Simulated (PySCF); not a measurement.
**[WCl6]−: forces at shaken geometries**

Aim: move all atoms of relaxed [WCl6]− at random and read energies and forces. The species was built from a template and needn't be a known compound.

Computed with PySCF 2.14.0. Level: r2SCAN, W def2-SVP with ECP60, Cl def2-SVP; scalar-relativistic core potentials, no spin–orbit coupling.

3 further runs of the same task are left out: 1 for a known fault of the program, 2 that didn't finish.

## (1) The system as given

7 atoms, charge -1, spin multiplicity 2.

Bond lengths: W1–Cl2 2.342 Å, W1–Cl3 2.342 Å, W1–Cl4 2.370 Å, W1–Cl5 2.370 Å, W1–Cl6 2.370 Å, W1–Cl7 2.370 Å. Angles: Cl2–W1–Cl3 180.0°, Cl2–W1–Cl4 90.0°, Cl2–W1–Cl5 90.0°, Cl2–W1–Cl6 90.0°, Cl2–W1–Cl7 90.0°, Cl3–W1–Cl4 90.0°, Cl3–W1–Cl5 90.0°, Cl3–W1–Cl6 90.0°, Cl3–W1–Cl7 90.0°, Cl4–W1–Cl5 90.0°, Cl4–W1–Cl6 180.0°, Cl4–W1–Cl7 90.0°, Cl5–W1–Cl6 90.0°, Cl5–W1–Cl7 180.0°, Cl6–W1–Cl7 90.0°.

Geometry (Å):

```xyz
7

W     0.0000    0.0000    0.0000
Cl   -0.0002   -0.0015    2.3420
Cl    0.0002    0.0015   -2.3420
Cl    2.3701    0.0000    0.0002
Cl    0.0000    2.3701    0.0016
Cl   -2.3701    0.0000   -0.0002
Cl    0.0000   -2.3701   -0.0016
```

Formal oxidation states: W +5. An earlier session relaxed this geometry at r2SCAN, W def2-SVP with ECP60, Cl def2-SVP (doublet, point group Oh).

Its energy there is -2827.680268 Eh.

## (2) Atoms moved at random, σ = 0.1 Å

run.py (the lines that set the calculation)

```python
mol = gto.M(atom='''
W     -0.01213     0.06382     0.04155
Cl     0.04249    -0.06414     2.30554
Cl     0.15204    -0.04957    -2.30397
Cl     2.38479    -0.02874     0.02991
Cl    -0.13871     2.46860    -0.07804
Cl    -2.43729    -0.00946     0.02797
Cl     0.00882    -2.38052    -0.02295''',
    basis={'W': 'def2-SVP', 'Cl': 'def2-SVP'},
    ecp={'W': 'def2-SVP'},
    charge=-1, spin=1)
mf = dft.UKS(mol, xc='R2SCAN')
mf.grids.atom_grid = (50, 194)
mf = mf.density_fit()  # fitting sets: W def2-universal-JKFIT, Cl def2-universal-JKFIT
mf.conv_tol = 1e-08; mf.max_cycle = 55
mf.kernel(dm0)  # dm0: the density of the relaxed state
```

Run with:

```
$ OMP_NUM_THREADS=4 python run.py
```

## (3) Atoms moved at random, σ = 0.03 Å

run.py (the lines that set the calculation)

```python
mol = gto.M(atom='''
W      0.01531     0.01117    -0.05024
Cl     0.00279    -0.02806     2.36262
Cl    -0.02569     0.02358    -2.36913
Cl     2.37743     0.00127     0.01639
Cl    -0.03020     2.36415     0.00082
Cl    -2.33217     0.03115    -0.01763
Cl    -0.00747    -2.40327     0.05717''',
    basis={'W': 'def2-SVP', 'Cl': 'def2-SVP'},
    ecp={'W': 'def2-SVP'},
    charge=-1, spin=1)
mf = dft.UKS(mol, xc='R2SCAN')
mf.grids.atom_grid = (50, 194)
mf = mf.density_fit()  # fitting sets: W def2-universal-JKFIT, Cl def2-universal-JKFIT
mf.conv_tol = 1e-08; mf.max_cycle = 55
mf.kernel(dm0)  # dm0: the density of the relaxed state
```

## (4) Atoms moved at random, σ = 0.06 Å

run.py (the lines that set the calculation)

```python
mol = gto.M(atom='''
W      0.05614     0.00509     0.01840
Cl     0.01163    -0.02394     2.36957
Cl    -0.03684    -0.04622    -2.26288
Cl     2.35724     0.08294    -0.07574
Cl     0.04940     2.28960     0.06406
Cl    -2.44111     0.00221    -0.03494
Cl     0.00355    -2.30968    -0.07847''',
    basis={'W': 'def2-SVP', 'Cl': 'def2-SVP'},
    ecp={'W': 'def2-SVP'},
    charge=-1, spin=1)
mf = dft.UKS(mol, xc='R2SCAN')
mf.grids.atom_grid = (50, 194)
mf = mf.density_fit()  # fitting sets: W def2-universal-JKFIT, Cl def2-universal-JKFIT
mf.conv_tol = 1e-08; mf.max_cycle = 55
mf.kernel(dm0)  # dm0: the density of the relaxed state
```

**Question.** What will these runs give? Wanted: for each run, σ; energy rise; harmonic estimate −½ F·u; largest force component.

As calculated:

| σ (Å) | energy rise (eV) | harmonic estimate −½ F·u (eV) | largest force component (eV/Å) |
| --- | --- | --- | --- |
| 0.1 | 0.180 | 0.179 | 1.25 |
| 0.03 | 0.066 | 0.063 | 1.03 |
| 0.06 | 0.244 | 0.245 | 1.78 |

Every displacement raises the energy. For a harmonic well the rise equals −½ F·u; the two differ by at most 3 % here (a move with σ = 0.03 Å), from anharmonicity, the grid and the small forces left at the relaxed point. These are double-zeta-type bases without diffuse functions. Spin–orbit coupling is left out for this open shell, where it can reorder the states. Open shells may have lower solutions than the one found.
